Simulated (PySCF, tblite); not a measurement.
# CH₂B₃F₃O₄: geometry, infrared bands and NMR shifts

What infrared bands and NMR shifts should CH₂B₃F₃O₄ (`FC(F)(F)OB1OBOBO1`) show?

Programs: tblite 0.8.0 and PySCF 2.14.0, with density-fitted response routines of our own. Each step states its level of theory. These are calculated values for one molecule in the gas phase, unless marked as measured. Atoms count from 0, in the outputs and in this text.

### 1 The starting structure

13 atoms, charge 0, multiplicity 1; geometry from: force field or distance geometry start.

Bonds of the start (Å): F0–C1 1.41, C1–F2 1.34, C1–F3 1.40, C1–O4 1.39, O4–B5 1.49, B5–O6 1.47, O6–B7 1.44, B7–O8 1.45, O8–B9 1.45, B9–O10 1.46, O10–B5 1.45, B7–H11 1.20, B9–H12 1.18.

### 2 Relaxing the molecule with GFN2-xTB

Job settings and geometry (Å):

```
{"job": {"kind": "relax", "xc": "GFN2-xTB", "basis": "xTB"}, "charge": 0, "multiplicity": 1}
F      3.293700     0.689500     1.241000
C      2.402800     0.318700     0.213500
F      2.401800     1.252000    -0.747300
F      2.857300    -0.894400    -0.313300
O      1.189500     0.054100     0.828100
B      0.161500    -0.359500    -0.168700
O     -0.778200    -1.336100     0.392700
B     -2.090800    -1.275500    -0.200000
O     -2.721100    -0.001700    -0.484900
B     -1.731300     1.023500    -0.777700
O     -0.348100     0.662700    -1.062000
H     -2.511600    -2.265300    -0.724600
H     -2.129700     2.132500    -0.898400
```

Command:

```console
OMP_NUM_THREADS=1 python probes_run.py task.json out
```

This one command runs all jobs of the session in turn.

**Question.** This job is followed by: GFN2-xTB harmonic vibrations, gas phase; GIAO PBE0/pcSseg-1 NMR shielding, non-relativistic, gas phase. What will the session give for the following? strongest single infrared mode (GFN2-xTB); zero-point energy (GFN2-xTB); 13C shifts against TMS (PBE0/pcSseg-1); 1H shifts against TMS (PBE0/pcSseg-1, means over atoms taken as alike); 19F shifts against CFCl3 (PBE0/pcSseg-1, means over atoms taken as alike); 17O shifts against H2O (PBE0/pcSseg-1, means over atoms taken as alike); 11B shifts against BF3·OEt2 (PBE0/pcSseg-1, means over atoms taken as alike).

**Answer**, as computed:

| quantity | value |
| --- | --- |
| strongest single infrared mode (GFN2-xTB) | 1218 cm⁻¹, 1572 km/mol |
| zero-point energy (GFN2-xTB) | 38.5 kcal/mol |
| 13C shifts against TMS (PBE0/pcSseg-1) | 129.2 ppm |
| 1H shifts against TMS (PBE0/pcSseg-1, means over atoms taken as alike) | 4.57 ppm |
| 19F shifts against CFCl3 (PBE0/pcSseg-1, means over atoms taken as alike) | -64.3 ppm |
| 17O shifts against H2O (PBE0/pcSseg-1, means over atoms taken as alike) | 217.8, 190.3, 163.2 ppm |
| 11B shifts against BF3·OEt2 (PBE0/pcSseg-1, means over atoms taken as alike) | 26.7, 15.5 ppm |

What this shows: The optimisation took 105 steps and gained 2.569 eV; among the close pairs (by a distance rule), B5–O6 changed most, from 1.467 to 1.350 Å. All 33 modes are real, so the xTB geometry is a minimum. The strongest single mode, at 1218 cm⁻¹, is carried by B5, O4, C1. Unscaled tight-binding wavenumbers are off by several per cent, some by more. Its intensities can rank the bands wrongly. At PBE0/pcSseg-1: The widest tensor belongs to O8: span 408 ppm, with a paramagnetic part of -275 ppm.
